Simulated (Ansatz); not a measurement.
NaCu:

```
Na Cu
1.0
     2.94224    0.00000    0.00000
     0.00000    2.94224    0.00000
     0.00000    0.00000    4.04091
Na Cu
1 1
Direct
  0.00000 0.00000 0.00000
  0.50000 0.50000 0.50000
```

The cell was built by a generator and needn't be a form met in nature.

Base run:

* Program: Ansatz 0.2.0
* Functional: revPBE
* Potentials or basis: Ansatz PAW
* Cutoff: 420 eV (not typed: the program's choice for these potentials)
* k mesh: 9 × 9 × 7
* Occupations: fermi-dirac, width 0.05 eV
* Spin: no spin polarisation

Its results: band gap on the k mesh none (metal or under the smearing width); pressure 4.9 GPa.

After a change of settings the same cell gave: band gap on the k mesh none (metal or under the smearing width); pressure -1.9 GPa. Which change was it?
A. functional from revPBE to BLYP
B. functional from revPBE to LDA
C. functional from revPBE to RPBE
D. functional from revPBE to PBEsol

B.

LDA binds more tightly than revPBE, so the same cell stands under less pressure.

Caveats: the PAW data sets come from PBE, with cores solved anew for the run's functional, which leaves a small shift of forces and pressure.

Runs at the PBE level aren't shown here.
